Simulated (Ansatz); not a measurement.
# CH3BIN: the cost of one run

The runs use Ansatz 0.2.0, Gaussian basis; the settings change from run to run.

### 1 The molecule

The geometry comes from an earlier relaxation with PBE0-D4 in a triple-zeta def2 set; it is a stationary point, not always the lowest conformer. I takes a core potential in def2 sets; no spin-orbit term is included.

7 atoms, charge 0, spin multiplicity 1.

Atoms are counted from 1 here; the program's logs count them from 0.

Bond lengths: B1–C2 1.536 Å, B1–I4 2.247 Å, B1–H5 1.201 Å, B1–H6 1.201 Å, C2–N3 1.153 Å, N3–H7 0.996 Å. Angles: C2–B1–I4 101.3°, C2–B1–H5 108.5°, C2–B1–H6 108.5°, I4–B1–H5 110.9°, I4–B1–H6 110.9°, H5–B1–H6 115.7°, B1–C2–N3 179.7°, C2–N3–H7 172.2°.

### 2 B97/def2-SVPD

Set apart from the defaults: charge +1, multiplicity 2, restricted open-shell orbitals.

Contents of in.yaml:

```yaml
crystal:
  periodic: [false, false, false]
  atoms:
    - {symbol: B, position_ang: [-0.536696, 0.740909, -0.306223]}
    - {symbol: C, position_ang: [0.318233, -0.304780, 0.425675]}
    - {symbol: N, position_ang: [0.959749, -1.087152, 0.979446]}
    - {symbol: I, position_ang: [-0.629764, -0.136537, -2.372248]}
    - {symbol: H, position_ang: [-1.625831, 0.764629, 0.198470]}
    - {symbol: H, position_ang: [0.057125, 1.784388, -0.310436]}
    - {symbol: H, position_ang: [1.518382, -1.829558, 1.339619]}
basis:
  gaussian: {orbitals: def2-SVPD}
total_charge: 1
magnetization: {spin_polarized: false, initial_magnetization: 1}
hamiltonian: {xc: {name: B97}}
```

Run with:

```sh
$ ansatz run in.yaml --threads 2 --pin off --events-out ev --progress --plain --max-ram 4352MiB
```

What time and memory should one allow on 2 threads of Arm Neoverse V2, shared host?

About 24 s, with a peak of 0.47 GiB.
